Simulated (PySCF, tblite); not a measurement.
# C5H13PSi2: diradical character

Wanted: diradical character for C5H13PSi2 (`[SiH3]C1([SiH3])[CH]CC[C]1P`).

Computed with tblite 0.8.0 and PySCF 2.14.0 and routines of our own; the level stands in each step. Atoms count from 0.

## (1) The starting structure

21 atoms, charge 0, high-spin multiplicity 3; geometry from: distance geometry.

## (2) Geometry optimisation with GFN2-xTB, multiplicity 3

Job settings and geometry (Å):

```
{"job": {"kind": "relax", "method": "GFN2-xTB"}, "charge": 0, "multiplicity": 3}
C      0.539400     0.526800    -0.667800
P      1.581100     1.832600     0.101800
C      1.305900    -0.738600    -0.993200
C      1.272900    -1.455300     0.326700
C     -0.195800    -1.326200     0.707100
C     -0.583800     0.032100     0.187400
Si    -1.137700     1.208600     1.502100
Si    -2.050000    -0.220300    -0.960700
H      2.059000     2.692100    -0.983200
H      2.794400     1.301200     0.719500
H      2.313900    -0.545500    -1.381200
H      0.695200    -1.285500    -1.752300
H      1.480300    -2.523200     0.165200
H      1.945100    -1.020600     1.082700
H     -0.761900    -2.086600     0.111200
H     -2.218000     2.052800     0.948800
H     -1.741100     0.403000     2.588800
H     -0.085100     2.077400     2.014600
H     -1.547000    -0.997000    -2.114300
H     -3.046000    -0.980100    -0.192300
H     -2.620700     1.052500    -1.410900
```

Launch:

```
$ OMP_NUM_THREADS=1 python exch_run.py task.json out
```

One launch serves the whole session: the jobs run in the order shown.

Standard output:

```text
step      E/eV     max force
  0    -628.48988    3.162
  1    -628.92352    1.587
  2    -629.23792    1.190
  3    -629.46206    1.439
  4    -629.63479    1.246
  5    -629.73176    0.635
  6    -629.79476    0.549
  7    -629.84822    0.779
  8    -629.92430    0.832
  9    -629.98908    0.509
 10    -630.04157    0.516
 11    -630.08675    0.508
 12    -630.13325    0.495
 13    -630.18149    0.506
 14    -630.22511    0.460
 15    -630.25908    0.453
 16    -630.29021    0.437
 17    -630.32148    0.394
 18    -630.34203    0.737
 19    -630.35705    0.747
 20    -630.38047    0.380
 21    -630.40265    0.256
 22    -630.42390    0.370
 23    -630.44465    0.329
 24    -630.46521    0.313
 25    -630.48133    0.283
 26    -630.49343    0.235
 27    -630.50431    0.352
 28    -630.51584    0.312
 29    -630.53028    0.222
 30    -630.53976    0.257
 31    -630.54863    0.235
 32    -630.55567    0.192
 33    -630.56169    0.203
 34    -630.56744    0.176
 35    -630.57401    0.190
 36    -630.58087    0.178
 37    -630.58752    0.193
 38    -630.59510    0.175
 39    -630.60440    0.211
 40    -630.61347    0.214
 41    -630.62037    0.178
 42    -630.62573    0.201
 43    -630.63071    0.176
 44    -630.63543    0.137
 45    -630.63921    0.117
 46    -630.64185    0.125
 47    -630.64426    0.194
 48    -630.64752    0.182
 49    -630.65420    0.137
 50    -630.65729    0.138
 51    -630.65969    0.103
 52    -630.66182    0.091
 53    -630.66448    0.106
 54    -630.66715    0.100
 55    -630.66919    0.089
 56    -630.67049    0.074
 57    -630.67149    0.064
 58    -630.67237    0.058
 59    -630.67319    0.066
 60    -630.67401    0.071
 61    -630.67488    0.065
 62    -630.67573    0.063
 63    -630.67651    0.062
 64    -630.67725    0.072
 65    -630.67804    0.089
 66    -630.67899    0.085
 67    -630.68010    0.070
 68    -630.68116    0.064
 69    -630.68194    0.082
 70    -630.68251    0.057
 71    -630.68309    0.052
 72    -630.68401    0.065
 73    -630.68503    0.063
 74    -630.68596    0.059
 75    -630.68667    0.062
 76    -630.68738    0.058
 77    -630.68824    0.068
 78    -630.68919    0.064
 79    -630.68988    0.059
 80    -630.69032    0.054
 81    -630.69063    0.050
 82    -630.69107    0.039
 83    -630.69149    0.041
 84    -630.69192    0.030
 85    -630.69217    0.032
 86    -630.69234    0.033
 87    -630.69254    0.038
 88    -630.69284    0.037
 89    -630.69326    0.053
 90    -630.69385    0.064
 91    -630.69458    0.065
 92    -630.69535    0.056
 93    -630.69599    0.051
 94    -630.69650    0.063
 95    -630.69699    0.081
 96    -630.69780    0.073
 97    -630.69945    0.090
 98    -630.70126    0.083
 99    -630.70256    0.098
100    -630.70415    0.119
101    -630.70587    0.122
102    -630.69247    0.675
103    -630.70880    0.134
104    -630.71041    0.104
105    -630.70846    0.391
106    -630.71417    0.066
107    -630.71523    0.067
108    -630.71621    0.153
109    -630.71713    0.085
110    -630.71845    0.063
111    -630.72104    0.053
112    -630.72264    0.087
113    -630.72342    0.110
114    -630.72514    0.131
115    -630.72710    0.110
116    -630.72842    0.120
117    -630.72981    0.073
118    -630.73082    0.091
119    -630.73211    0.080
120    -630.73358    0.073
121    -630.73560    0.077
122    -630.73661    0.093
123    -630.73744    0.057
124    -630.73792    0.060
125    -630.73823    0.037
126    -630.73861    0.042
127    -630.73890    0.052
128    -630.73922    0.051
129    -630.73945    0.049
130    -630.73967    0.040
131    -630.73988    0.031
132    -630.74009    0.028
133    -630.74025    0.027
134    -630.74037    0.026
135    -630.74051    0.023
136    -630.74071    0.031
137    -630.74097    0.043
138    -630.74125    0.046
139    -630.74146    0.035
140    -630.74158    0.048
141    -630.74171    0.024
142    -630.74186    0.023
143    -630.74200    0.028
144    -630.74219    0.031
145    -630.74237    0.032
146    -630.74259    0.027
147    -630.74282    0.035
148    -630.74304    0.033
149    -630.74322    0.029
150    -630.74337    0.046
151    -630.74346    0.028
152    -630.74365    0.044
153    -630.74379    0.052
154    -630.74393    0.037
155    -630.74400    0.025
156    -630.74407    0.023
157    -630.74415    0.024
158    -630.74427    0.020
```

Wall time 8.7 s (1 thread of Intel Xeon at 2.50GHz, shared host).

Step by step: (not every step is listed)

| step | energy from step 0 (eV) | largest force (eV/Å) |
| --- | --- | --- |
| 0 | 0.0000 | 3.1618 |
| 1 | -0.4336 | 1.5865 |
| 2 | -0.7480 | 1.1898 |
| 3 | -0.9722 | 1.4389 |
| 4 | -1.1449 | 1.2458 |
| 5 | -1.2419 | 0.6350 |
| 6 | -1.3049 | 0.5486 |
| 7 | -1.3583 | 0.7793 |
| 8 | -1.4344 | 0.8316 |
| 22 | -1.9340 | 0.3702 |
| 36 | -2.0910 | 0.1784 |
| 50 | -2.1674 | 0.1379 |
| 64 | -2.1874 | 0.0720 |
| 78 | -2.1993 | 0.0642 |
| 92 | -2.2055 | 0.0562 |
| 106 | -2.2243 | 0.0664 |
| 120 | -2.2437 | 0.0733 |
| 134 | -2.2505 | 0.0264 |
| 148 | -2.2532 | 0.0331 |
| 153 | -2.2539 | 0.0524 |
| 154 | -2.2541 | 0.0367 |
| 155 | -2.2541 | 0.0252 |
| 156 | -2.2542 | 0.0227 |
| 157 | -2.2543 | 0.0242 |
| 158 | -2.2544 | 0.0197 |

Distances of close pairs at the start and the end, largest changes first:

| bond | before (Å) | after (Å) | change (Å) |
| --- | --- | --- | --- |
| C5–Si6 | 1.849 | 1.921 | +0.072 |
| C0–P1 | 1.839 | 1.771 | -0.069 |
| P1–H9 | 1.462 | 1.396 | -0.066 |
| C5–Si7 | 1.879 | 1.940 | +0.061 |
| P1–H8 | 1.464 | 1.412 | -0.052 |
| C4–H14 | 1.120 | 1.075 | -0.045 |
| C4–C5 | 1.505 | 1.465 | -0.040 |
| C3–C4 | 1.523 | 1.482 | -0.040 |

The next job starts from the end point, and lists it.

## (3) Optimising the geometry at PBE0-D3(BJ)/def2-SVP, multiplicity 3

Job settings and geometry (Å):

```
{"job": {"kind": "geom", "xc": "PBE0", "basis": "def2-SVP", "d3": "d3bj", "grid": 1, "mult": 3}, "charge": 0, "multiplicity": 3}
C      0.758681     0.469822    -0.359264
P      1.288679     2.153836    -0.223988
C      1.665595    -0.693945    -0.610997
C      1.106783    -1.826715     0.262851
C     -0.260925    -1.374268     0.612724
C     -0.515229     0.021087     0.246794
Si    -1.111381     1.116620     1.707513
Si    -1.854711    -0.100192    -1.151278
H      0.528295     2.717793    -1.271799
H      2.417754     2.048358    -1.037537
H      2.709950    -0.461247    -0.391934
H      1.617051    -0.983976    -1.668939
H      1.109064    -2.794543    -0.250578
H      1.721607    -1.952548     1.165704
H     -0.919568    -1.953421     1.233607
H     -1.518413     2.432448     1.217522
H     -2.251197     0.426816     2.317558
H     -0.015534     1.219125     2.669890
H     -1.257159    -0.885064    -2.230063
H     -3.022691    -0.776391    -0.594076
H     -2.214394     1.230492    -1.644655
```

Standard output:

```text
step   0  E = -1117.54665128  max force = 0.016001
step   1  E = -1117.55319589  max force = 0.004377
step   2  E = -1117.55376154  max force = 0.003983
step   3  E = -1117.55410283  max force = 0.002825
step   4  E = -1117.55425871  max force = 0.002111
step   5  E = -1117.55439594  max force = 0.000799
step   6  E = -1117.55446505  max force = 0.000735
step   7  E = -1117.55451056  max force = 0.001215
step   8  E = -1117.55453829  max force = 0.000893
step   9  E = -1117.55454446  max force = 0.000425
optimisation converged
```

Run time: 13 min. Hardware: 1 thread of Intel Xeon at 2.50GHz, shared host; peak memory 0.78 GiB.

The steps of the relaxation:

| step | energy from step 0 (eV) | largest force component (eV/Å) |
| --- | --- | --- |
| 0 | 0.0000 | 0.8228 |
| 1 | -0.1781 | 0.2251 |
| 2 | -0.1935 | 0.2048 |
| 3 | -0.2028 | 0.1453 |
| 4 | -0.2070 | 0.1086 |
| 5 | -0.2107 | 0.0411 |
| 6 | -0.2126 | 0.0378 |
| 7 | -0.2139 | 0.0625 |
| 8 | -0.2146 | 0.0459 |
| 9 | -0.2148 | 0.0219 |

Distances of close pairs at the start and the end, largest changes first:

| bond | before (Å) | after (Å) | change (Å) |
| --- | --- | --- | --- |
| Si7–H19 | 1.460 | 1.496 | +0.036 |
| Si6–H15 | 1.462 | 1.496 | +0.034 |
| Si7–H20 | 1.464 | 1.497 | +0.033 |
| Si7–H18 | 1.462 | 1.494 | +0.033 |
| Si6–H17 | 1.462 | 1.494 | +0.032 |
| P1–H9 | 1.396 | 1.427 | +0.031 |
| C4–C5 | 1.465 | 1.496 | +0.031 |
| Si6–H16 | 1.465 | 1.496 | +0.030 |

The final coordinates are the input of the step that follows.

| at the end point | value |
| --- | --- |
| point group (found at 0.08 Å tolerance) | C1 |
| dipole moment (D) | n/a |
| ⟨S²⟩ | 2.011 |

## (4) Diradical character: CASSCF and SC-NEVPT2/def2-SVP (2,2), geometry of multiplicity 3

Job settings and geometry (Å):

```
{"job": {"kind": "cas", "basis": "def2-SVP", "active": "magnetic"}, "charge": 0, "high_spin_multiplicity": 3}
C      0.812002     0.474504    -0.286585
P      1.243507     2.204807    -0.513577
C      1.736447    -0.685526    -0.504339
C      1.155781    -1.822846     0.352159
C     -0.260331    -1.424783     0.591188
C     -0.516210     0.006105     0.239567
Si    -1.116873     0.982243     1.773262
Si    -1.850221     0.062286    -1.140387
H      0.377844     2.559169    -1.603653
H      2.389410     2.006060    -1.339645
H      2.783144    -0.447708    -0.252241
H      1.740869    -0.971646    -1.576039
H      1.245338    -2.811127    -0.131324
H      1.708807    -1.906572     1.309687
H     -1.005914    -2.071253     1.060381
H     -1.456326     2.396339     1.423443
H     -2.346672     0.319891     2.307967
H     -0.048646     0.963942     2.817119
H     -1.334123    -0.680586    -2.329820
H     -3.107117    -0.588218    -0.656033
H     -2.168460     1.469003    -1.542076
```

Level: CASSCF and SC-NEVPT2/def2-SVP spin states, gas phase.

Standard output:

```text
start orbitals: natural orbitals of the high-spin HF determinant (converged)
active space: 2 electrons in 2 orbitals, 42 closed; orbitals optimised for multiplicities 3 1
macro   0  E = -1114.9756714879  dE =  0.000e+00  |g| = 4.459e-02
macro   1  E = -1114.9762299228  dE = -5.584e-04  |g| = 1.601e-02
macro   2  E = -1114.9762961079  dE = -6.619e-05  |g| = 7.497e-03
macro   3  E = -1114.9763031858  dE = -7.078e-06  |g| = 2.284e-03
macro   4  E = -1114.9763042089  dE = -1.023e-06  |g| = 8.235e-04
macro   5  E = -1114.9763043275  dE = -1.186e-07  |g| = 3.369e-04
macro   6  E = -1114.9763043436  dE = -1.602e-08  |g| = 1.034e-04
CASSCF converged, mean energy = -1114.9763043436
2S+1 = 3  root 0  E(CAS) = -1114.97552310  E(NEVPT2) = -1115.95951939  occupations 1.000 1.000
2S+1 = 1  root 0  E(CAS) = -1114.97708558  E(NEVPT2) = -1115.96314401  occupations 1.231 0.769
2S+1 = 1  root 1  E(CAS) = -1114.70046913  E(NEVPT2) = -1115.92721762  occupations 1.773 0.227
2S+1 = 1  root 2  E(CAS) = -1114.69068924  E(NEVPT2) = -1115.92633327  occupations 1.795 0.205
D(spin-spin) = -0.0871 cm-1, E/D = 0.064
D(spin-orbit) = 0.0003 cm-1, D(total) = -0.0873 cm-1, E/D = 0.063
```

Wall time 37 s (1 thread of Intel Xeon at 2.50GHz, shared host); peak memory 0.58 GiB.

Key values:

| quantity | value |
| --- | --- |
| J (CASSCF) | -171 cm⁻¹ |
| J (NEVPT2) | -398 cm⁻¹ |
| low less high spin (NEVPT2) | -2.3 kcal/mol |
| diradical index y0 | 0.77 |
| zero-field D | -0.087 cm⁻¹ |

Mulliken spin populations of the high-spin state:

C0 0.87; P1 0.04; C2 0.00; C3 0.00; C4 0.91; C5 0.01; Si6 0.03; Si7 0.04; H8 0.02; H9 0.00; H10 0.01; H11 0.02; H12 0.01; H13 0.02; H14 0.01; H15 0.00; H16 0.00; H17 0.00; H18 0.00; H19 0.00; H20 0.00

## (5) Diradical character: CAM-B3LYP/def2-SVP, geometry of multiplicity 3

The job, as its differences from that of step 4:

```diff
@@ -1,2 +1,2 @@
-{"job": {"kind": "cas", "basis": "def2-SVP", "active": "magnetic"}, "charge": 0, "high_spin_multiplicity": 3}
+{"job": {"kind": "bs", "xc": "CAM-B3LYP", "basis": "def2-SVP", "rks": true, "grid": 1}, "charge": 0, "high_spin_multiplicity": 3}
 C      0.812002     0.474504    -0.286585
```

Level: CAM-B3LYP/def2-SVP high-spin, broken-symmetry and restricted single points, gas phase.

Standard output:

```text
high-spin state, multiplicity 3
final grid: 77272 points
cycle   1  E = -1118.0228619316  dE = -3.563e-02  |g| = 6.222e-02  |ddm| = 6.998e-01
cycle   2  E = -1118.0240098943  dE = -1.148e-03  |g| = 5.885e-02  |ddm| = 2.060e-01
cycle   3  E = -1118.0259751769  dE = -1.965e-03  |g| = 1.064e-02  |ddm| = 8.360e-02
cycle   4  E = -1118.0260923401  dE = -1.172e-04  |g| = 5.054e-03  |ddm| = 2.832e-02
cycle   5  E = -1118.0261198748  dE = -2.753e-05  |g| = 1.724e-03  |ddm| = 1.144e-02
cycle   6  E = -1118.0261237393  dE = -3.864e-06  |g| = 7.940e-04  |ddm| = 5.205e-03
cycle   7  E = -1118.0261244679  dE = -7.286e-07  |g| = 1.961e-04  |ddm| = 2.384e-03
cycle   8  E = -1118.0261245434  dE = -7.549e-08  |g| = 8.824e-05  |ddm| = 7.919e-04
cycle   9  E = -1118.0261245581  dE = -1.470e-08  |g| = 4.328e-05  |ddm| = 3.561e-04
cycle  10  E = -1118.0261245620  dE = -3.941e-09  |g| = 1.844e-05  |ddm| = 2.013e-04
converged SCF energy = -1118.0261245620

broken-symmetry state, M_S = 0, start: spins of the second site flipped
final grid: 77272 points
cycle   1  E = -1118.0269187798  dE = -5.514e-03  |g| = 1.874e-02  |ddm| = 2.055e-01
cycle   2  E = -1118.0278081141  dE = -8.893e-04  |g| = 8.083e-03  |ddm| = 7.883e-02
cycle   3  E = -1118.0280376534  dE = -2.295e-04  |g| = 5.784e-03  |ddm| = 5.017e-02
cycle   4  E = -1118.0280783091  dE = -4.066e-05  |g| = 1.440e-03  |ddm| = 1.644e-02
cycle   5  E = -1118.0280865209  dE = -8.212e-06  |g| = 7.232e-04  |ddm| = 1.071e-02
cycle   6  E = -1118.0280873216  dE = -8.007e-07  |g| = 2.755e-04  |ddm| = 2.439e-03
cycle   7  E = -1118.0280874768  dE = -1.552e-07  |g| = 1.274e-04  |ddm| = 1.189e-03
cycle   8  E = -1118.0280875102  dE = -3.339e-08  |g| = 3.818e-05  |ddm| = 6.100e-04
cycle   9  E = -1118.0280875124  dE = -2.196e-09  |g| = 1.667e-05  |ddm| = 1.421e-04
converged SCF energy = -1118.0280875124

<S^2> high spin = 2.0111, broken symmetry = 0.9611
E(HS) - E(BS) = 430.82 cm-1
J_noodleman = -430.82 cm-1
J_unprojected = -215.41 cm-1
J_yamaguchi = -410.33 cm-1

restricted closed-shell singlet
final grid: 77272 points
cycle   1  E = -1117.9227905416  dE =  5.146e-02  |g| = 5.059e-01  |ddm| = 9.535e-01
cycle   2  E = -1117.6455794732  dE =  2.772e-01  |g| = 1.105e+00  |ddm| = 1.893e+00
cycle   3  E = -1117.9937304201  dE = -3.482e-01  |g| = 3.996e-02  |ddm| = 1.362e+00
cycle   4  E = -1117.9939337518  dE = -2.033e-04  |g| = 3.644e-02  |ddm| = 1.214e-01
cycle   5  E = -1117.9943087254  dE = -3.750e-04  |g| = 4.188e-03  |ddm| = 4.232e-02
cycle   6  E = -1117.9943207984  dE = -1.207e-05  |g| = 1.476e-03  |ddm| = 1.412e-02
cycle   7  E = -1117.9943225042  dE = -1.706e-06  |g| = 6.665e-04  |ddm| = 6.359e-03
cycle   8  E = -1117.9943226737  dE = -1.694e-07  |g| = 2.032e-04  |ddm| = 1.703e-03
cycle   9  E = -1117.9943226873  dE = -1.365e-08  |g| = 9.215e-05  |ddm| = 4.563e-04
cycle  10  E = -1117.9943226897  dE = -2.352e-09  |g| = 3.569e-05  |ddm| = 1.517e-04
converged SCF energy = -1117.9943226897
```

It took 1.7 min on 1 thread of Intel Xeon at 2.50GHz, shared host; peak memory 0.84 GiB.

In short:

| quantity | value |
| --- | --- |
| J (Yamaguchi) | -410 cm⁻¹ |
| low less high spin, projected | -2.4 kcal/mol |
| closed shell less high spin (no spin gap: the broken-symmetry state lies far lower) | 20.0 kcal/mol |

## (6) Diradical character: CASSCF and SC-NEVPT2/def2-SVP (2,2), geometry of multiplicity 3

The job, as its differences from that of step 5:

```diff
@@ -1,2 +1,2 @@
-{"job": {"kind": "bs", "xc": "CAM-B3LYP", "basis": "def2-SVP", "rks": true, "grid": 1}, "charge": 0, "high_spin_multiplicity": 3}
+{"job": {"kind": "cas", "basis": "def2-SVP", "active": "magnetic", "orbitals": "high"}, "charge": 0, "high_spin_multiplicity": 3}
 C      0.812002     0.474504    -0.286585
```

With the program's defaults for keys left out, this is: CASSCF and SC-NEVPT2/def2-SVP spin states, gas phase.

Standard output:

```text
start orbitals: natural orbitals of the high-spin HF determinant (converged)
active space: 2 electrons in 2 orbitals, 42 closed; orbitals optimised for multiplicities 3
macro   0  E = -1114.9757696443  dE =  0.000e+00  |g| = 2.012e-02
macro   1  E = -1114.9758721793  dE = -1.025e-04  |g| = 8.914e-03
macro   2  E = -1114.9758926643  dE = -2.048e-05  |g| = 4.314e-03
macro   3  E = -1114.9758945508  dE = -1.887e-06  |g| = 1.342e-03
macro   4  E = -1114.9758948149  dE = -2.641e-07  |g| = 4.407e-04
macro   5  E = -1114.9758948543  dE = -3.934e-08  |g| = 1.929e-04
CASSCF converged, mean energy = -1114.9758948543
2S+1 = 3  root 0  E(CAS) = -1114.97589485  E(NEVPT2) = -1115.95965312  occupations 1.000 1.000
2S+1 = 1  root 0  E(CAS) = -1114.97597928  E(NEVPT2) = -1115.96271793  occupations 1.200 0.800
2S+1 = 1  root 1  E(CAS) = -1114.70172359  E(NEVPT2) = -1115.92671799  occupations 1.796 0.204
2S+1 = 1  root 2  E(CAS) = -1114.69240587  E(NEVPT2) = -1115.92573425  occupations 1.811 0.189
D(spin-spin) = -0.0876 cm-1, E/D = 0.062
D(spin-orbit) = 0.0003 cm-1, D(total) = -0.0877 cm-1, E/D = 0.061
```

Wall time 35 s (1 thread of Intel Xeon at 2.50GHz, shared host); peak memory 0.65 GiB.

J and the spin gap of this run are not to be taken as properties: the orbitals were optimised for multiplicity 3 alone, so the other state lies too high.

## (7) Spin gaps side by side

J for H = −2J S1·S2; the gap is low spin less high spin (projected; unprojected where the broken-symmetry state collapsed; or NEVPT2):

| step | level | geometry | J (cm⁻¹) | gap (kcal/mol) | time |
| --- | --- | --- | --- | --- | --- |
| 4 | CASSCF and SC-NEVPT2/def2-SVP (2,2) | geometry of multiplicity 3 | -398 | -2.3 | 37 s |
| 5 | CAM-B3LYP/def2-SVP | geometry of multiplicity 3 | -410 | -2.4 | 1.7 min |

CASSCF times leave out a start SCF that an earlier step had already made.

## (8) Summary of results

| quantity | value |
| --- | --- |
| J (CASSCF) (step 4, CASSCF and SC-NEVPT2/def2-SVP (2,2), geometry of multiplicity 3) | -171 cm⁻¹ |
| J (NEVPT2) (step 4, CASSCF and SC-NEVPT2/def2-SVP (2,2), geometry of multiplicity 3) | -398 cm⁻¹ |
| low less high spin (NEVPT2) (step 4, CASSCF and SC-NEVPT2/def2-SVP (2,2), geometry of multiplicity 3) | -2.3 kcal/mol |
| diradical index y0 (step 4, CASSCF and SC-NEVPT2/def2-SVP (2,2), geometry of multiplicity 3) | 0.77 |
| J (geometry of multiplicity 3) | -410 (CAM-B3LYP/def2-SVP) to -398 cm⁻¹ (CASSCF and SC-NEVPT2/def2-SVP (2,2)) |

What this shows: Step 6 is set aside for J and the spin gap: the orbitals were optimised for multiplicity 3 alone, so the other state lies too high. The levels (geometry of multiplicity 3) with a meaningful J put the low-spin state lower (antiferromagnetic coupling), from -410 to -398 cm⁻¹.
